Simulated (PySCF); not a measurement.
# SbC−: bond curves at several levels of theory

The task here is to estimate one member of a computed series from the others.

Computed with PySCF 2.14.0. Level: Sb aug-cc-pVDZ-PP with ECP28, C aug-cc-pVDZ, scalar-relativistic core potentials.

Set-up of the first run:

Settings of the job:

```
atoms                         : Sb, C
charge                        : -1
basis                         : Sb aug-cc-pVDZ-PP with ECP28, C aug-cc-pVDZ
Hamiltonian                   : scalar-relativistic core potentials
basis functions               : 55
electrons treated             : 30
masses in u                   : 120.9038, 12.0000
levels                        : PBE0, PBE, r²SCAN, r²SCANh, revPBE, B97-3, HSE06, HF, MP2, SCS-MP2, CCSD, CCSD(T)
grid                          : 80 radial by 434 angular points
occupations                   : held fixed by the projection of orbital angular momentum
dissociation limit            : Sb + C−, each in its ground configuration
starting distance in angstrom : 2.175
values of 2S to try           : 0, 2, 4
```

Launch:

```console
> OMP_NUM_THREADS=1 python dia.py task.json out
```

Among the steps run: Set-up; First curve: PBE0; PBE; r²SCAN (meta-GGA); r²SCANh (hybrid meta-GGA); revPBE; B97-3 (global hybrid GGA); HSE06; RHF (mean field); Correlated methods on the Hartree–Fock reference.

One table of the session follows, with a row left open; its other results are not shown here.

It belongs to the step «The curves together». Energy (eV) from each level's lowest point:

```
R (Å)    RHF  RHF-MP2  RHF-SCS-MP2  RHF-CCSD  RHF-CCSD(T)
1.661  1.534    1.791        1.792       n/a          n/a
1.738  0.650    0.858        0.856     0.812        0.921
1.815  0.177    0.314        0.312     0.283        0.358
1.873      ?        ?            ?         ?            ?
1.931  0.000    0.000        0.000     0.000        0.016
1.989  0.079    0.000        0.003     0.018        0.000
2.066  0.302    0.115        0.121     0.155        0.087
2.163  0.711    0.394        0.403     0.451        0.313
2.279  1.312    0.883        0.891     0.914        0.681
2.433  2.177    1.788        1.774       n/a          n/a
```

Q: Estimate the row for R (Å) = 1.873 from the others.

Worked estimate for «RHF». A straight line through the neighbours (1.815, 0.177) and (1.931, 0.000) gives 0.177 + (0.000 − 0.177) × (1.873 − 1.815) / (1.931 − 1.815) = 0.089; a parabola fitted to 4 rows on both sides gives 0.016.

**Answer.** RHF: 0.023; RHF-MP2: 0.095; RHF-SCS-MP2: 0.094; RHF-CCSD: 0.079; RHF-CCSD(T): 0.125. In «RHF» the line misses by +0.066 and the parabola by -0.007.
